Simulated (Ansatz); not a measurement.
# RbLaTa2O7: the cost of one run

Computed with Ansatz 0.2.0 (DFT PBEsol, scalar-relativistic, plane waves, PAW, unless a step's input says otherwise).

1 further run of the same task is left out (it didn't finish).

## 1. The starting structure

It takes space group P4/mmm (No. 123, tetragonal). Conventional cell: a = 3.923 Å, b = 3.923 Å, c = 11.352 Å, α = 90.00°, β = 90.00°, γ = 90.00°. Around La (site symmetry 4/mmm) lie 12 O at 2.72 to 2.77 Å. O (site symmetry 4/mmm) is surrounded by 2 Ta at 2.31 Å and 4 La at 2.77 Å. O (site symmetry 2mm) has 2 Ta at 2.01 Å and 2 La at 2.72 Å as nearest neighbours. O (site symmetry 4mm) has 1 Ta at 1.81 Å as nearest neighbours. Rb (site symmetry 4/mmm) has 8 O at 3.18 Å as nearest neighbours. Around Ta (site symmetry 4mm) lie 6 O at 1.81 to 2.31 Å.

Structure file:

```xyz
11
Lattice="3.9234 0.0000 0.0000 0.0000 3.9234 0.0000 0.0000 0.0000 11.3520" Properties=species:S:1:pos:R:3 pbc="T T T"
La    1.9617    1.9617    0.0000
O     0.0000    0.0000    0.0000
O     0.0000    1.9617    1.8798
O     1.9617    0.0000    1.8798
O     0.0000    1.9617    9.4723
O     1.9617    0.0000    9.4723
O     0.0000    0.0000    4.1206
O     0.0000    0.0000    7.2314
Rb    1.9617    1.9617    5.6760
Ta    0.0000    0.0000    2.3122
Ta    0.0000    0.0000    9.0398
```

## 2. The first run (PBEsol, 6×6×2 mesh)

Contents of input.yaml:

```yaml
crystal:
  lattice:
    - [3.92338523, 0.0, 0.0]
    - [0.0, 3.92338523, 0.0]
    - [0.0, 0.0, 11.35204723]
  atoms:
    - { symbol: La, position: [0.5, 0.5, 0.0] }
    - { symbol: O, position: [0.0, 0.0, 0.0] }
    - { symbol: O, position: [0.0, 0.5, 0.16559] }
    - { symbol: O, position: [0.5, 0.0, 0.16559] }
    - { symbol: O, position: [0.0, 0.5, 0.83441] }
    - { symbol: O, position: [0.5, 0.0, 0.83441] }
    - { symbol: O, position: [0.0, 0.0, 0.362983] }
    - { symbol: O, position: [0.0, 0.0, 0.637017] }
    - { symbol: Rb, position: [0.5, 0.5, 0.5] }
    - { symbol: Ta, position: [0.0, 0.0, 0.203683] }
    - { symbol: Ta, position: [0.0, 0.0, 0.796317] }
basis:
  ecutwfc: 420
kpoints:
  mp_grid: { grid: [6, 6, 2] }
hamiltonian:
  xc: pbesol
scf:
  occupations: { method: gaussian, width: 0.1 }
output:
  forces: true
  stress: true
  eigenvalues: true
```

Command:

```bash
$ ansatz run input.yaml --threads 8 --pin off --max-ram 14336MiB --backend cpu --events-out ev --progress --plain --runs-dir out
```

What time and memory should one allow on 8 threads of Arm Neoverse V1, shared host?

About 2.4 s, with a peak of 0.83 GiB.
